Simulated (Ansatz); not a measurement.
ScCd, space group Pm-3m, a check of PAW against all-electron LAPW

Program: Ansatz 0.2.0 through its Python package.

Notebook, run cell by cell (the value of a cell's last expression is shown):

In [1]:
```python
from dataclasses import dataclass

import ansatz as az
import numpy as np
from tabulate import tabulate
```

In [2]:
```python
@dataclass(frozen=True)
class RunConfig:
    functional: str = "lda"
    occupations: str = "gaussian"
    width_ev: float = 0.15
    max_scf: int = 200


cfg = RunConfig()
```

In [3]:
```python
def count_gap(report):
    # lowest empty less highest filled band, counting bands; zero where they overlap
    return max(report.get("gap_by_band_count_ev") or 0.0, 0.0)

lattice = az.Lattice.of(
    [3.526256, 0.0, 0.0],
    [0.0, 3.526256, 0.0],
    [0.0, 0.0, 3.526256],
)
sites = [
    ("Sc", [0.5, 0.5, 0.5]),
    ("Cd", [0.0, 0.0, 0.0]),
]
system = az.Crystal(lattice=lattice)
for symbol, position in sites:
    system = system.atom(symbol, position)
```

In [4]:
```python
setup = (
    system.calculation()
    .functional(cfg.functional)
    .kpoints(8, center="monkhorst-pack")
    .occupations(cfg.occupations, width=cfg.width_ev)
    .scf(max_iterations=cfg.max_scf)
    .stress()
    .forces()
    .band_table()
)
variants = {
    "PAW": setup.pseudopotentials("paw"),
    "LAPW": setup.pseudopotentials("all_electron", lapw=True),
}
# totals differ by the cores that each treatment holds, so compare what does not depend on them
rows = []
for label, variant in variants.items():
    summary = variant.run(threads=1).report
    levels = np.array(summary["eigenvalues_ev"][0]) - summary["fermi_energy_ev"]
    print(label, "levels at the first k-point near E_F:", np.round(levels[np.abs(levels) < 5], 3))
    rows.append((label, summary["n_electrons"], np.trace(summary["stress_gpa"]) / 3, count_gap(summary)))
print(tabulate(rows, headers=["treatment", "electrons in bands", "P GPa", "gap by band count eV"], floatfmt=".4f", tablefmt="plain"))
```
```text
DeckWarning: basis.ecutwfc = 420 eV, auto-derived from the records' recommended cutoffs: set by Sc (normal level)
PAW levels at the first k-point near E_F: [0.135 0.135 2.04  2.251 2.251 4.931]
LAPW levels at the first k-point near E_F: [0.135 0.135 2.039 2.25  2.25  4.931]
treatment      electrons in bands    P GPa    gap by band count eV
PAW                       31.0000  -5.3883                  0.0000
LAPW                      31.0000  -5.3775                  0.0000
```

PAW gives -5.388 GPa and LAPW -5.377 GPa, 0.011 GPa apart. They took 1.4 and 9.4 s of processor time.

Reading the output:
- The settings weren't tested for convergence.
- The computed bands are complete only to about 2.9 eV above the Fermi level.
- The mesh is modest for a metal, so energies can be off by several to tens of meV an atom and pressures by half a GPa or more; differences at equal mesh fare better.
- The free energy holds a sizeable smearing term, which stands for no physical temperature.
- A gap by band count of zero or less means overlapping bands, a metal, and at an odd count of electrons it is no gap at all.
- At these settings the cell as given stands under about -5 GPa, so it isn't at this functional's equilibrium volume.
- The structure comes from a database of computed cells and needn't be a stable or known phase.
- Levels are Kohn-Sham eigenvalues on this mesh, without spin-orbit coupling.
- Warnings are shown shortened and without file and line.
- Pressure is positive in compression; the treatments may keep other shells as core, so totals and counts of electrons can differ.
- Hardware and time: 12 s on 1 thread of Arm Neoverse N1, with other jobs on the host, peak memory 0.43 GiB.

(A comment or docstring line of the script was reworded after the run, the code is as it ran; lines on the test bed's own set-up are left out of the output.)
